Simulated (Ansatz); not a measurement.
# C₂H₈FGaSi: small, medium and large basis sets

How large a basis does C₂H₈FGaSi need? Two functionals are run in growing sets.

Computed with Ansatz 0.2.0, Gaussian basis. Level: one geometry, several basis sets.

Plan: PBE0-D4/def2-SVP; ωB97M-V/def2-SVP; PBE0-D4/def2-QZVPP; ωB97M-V/def2-QZVPP; the functionals' def2-TZVPP values are taken from earlier runs.

### 1 The geometry

An earlier PBE0-D4 in a triple-zeta def2 set relaxation fixed the geometry.

SMILES `C[Si](C)(F)[GaH2]`, 13 atoms, charge 0, spin multiplicity 1.

Atoms are counted from 1 here; the program's logs count them from 0.

Bond lengths: C1–Si2 1.868 Å, C1–H6 1.094 Å, C1–H7 1.092 Å, C1–H8 1.094 Å, Si2–C3 1.868 Å, Si2–F4 1.618 Å, Si2–Ga5 2.426 Å, C3–H9 1.094 Å, C3–H10 1.092 Å, C3–H11 1.094 Å, Ga5–H12 1.579 Å, Ga5–H13 1.574 Å. Angles: Si2–C1–H6 110.3°, Si2–C1–H7 111.8°, Si2–C1–H8 110.5°, H6–C1–H7 108.0°, H6–C1–H8 108.1°, H7–C1–H8 108.0°, C1–Si2–C3 110.0°, C1–Si2–F4 106.9°, C1–Si2–Ga5 111.7°, C3–Si2–F4 106.9°, C3–Si2–Ga5 111.7°, F4–Si2–Ga5 109.5°, Si2–C3–H9 110.3°, Si2–C3–H10 111.7°, Si2–C3–H11 110.5°, H9–C3–H10 108.0°, H9–C3–H11 108.1°, H10–C3–H11 108.0° and more.

### 2 PBE0-D4 in def2-SVP

Input file in.yaml:

```yaml
crystal:
  periodic: [false, false, false]
  atoms:
    - {symbol: C, position_ang: [-1.737922, -0.025385, -0.392078]}
    - {symbol: Si, position_ang: [0.121823, 0.140304, -0.460053]}
    - {symbol: C, position_ang: [0.922932, -1.517293, -0.141325]}
    - {symbol: F, position_ang: [0.500693, 0.560578, -1.975641]}
    - {symbol: Ga, position_ang: [0.928539, 1.836183, 1.075365]}
    - {symbol: H, position_ang: [-2.076566, -0.793290, -1.093867]}
    - {symbol: H, position_ang: [-2.237740, 0.911267, -0.648966]}
    - {symbol: H, position_ang: [-2.060059, -0.316457, 0.611672]}
    - {symbol: H, position_ang: [0.546212, -2.262689, -0.847951]}
    - {symbol: H, position_ang: [2.008978, -1.469152, -0.248045]}
    - {symbol: H, position_ang: [0.697495, -1.864111, 0.871022]}
    - {symbol: H, position_ang: [0.678662, 1.672268, 2.626233]}
    - {symbol: H, position_ang: [1.706962, 3.127777, 0.623634]}
basis:
  gaussian: {orbitals: def2-SVP}
hamiltonian: {xc: pbe0, dispersion: d4}
output: {orbitals: {seedname: orbitals}}
```

Command:

```bash
ansatz run in.yaml --threads 2 --pin off --events-out ev --progress --plain --max-ram 32768MiB --backend cpu
```

After this run come: ωB97M-V in def2-SVP; PBE0-D4 in def2-QZVPP; ωB97M-V in def2-QZVPP.

Q: Predict the results of all the runs planned. Wanted: PBE0-D4: double and triple zeta above quadruple; ωB97M-V: double and triple zeta above quadruple.

**Answer**, as computed:

| quantity | value |
| --- | --- |
| PBE0-D4: double and triple zeta above quadruple | 17.24, 1.74 eV |
| ωB97M-V: double and triple zeta above quadruple | 17.41, 1.68 eV |

What this shows: PBE0-D4 gains 15.50 eV from double to triple zeta, then 1.74 eV more. These are total energies; as a rule much of such shifts cancels in differences, which this series doesn't test.
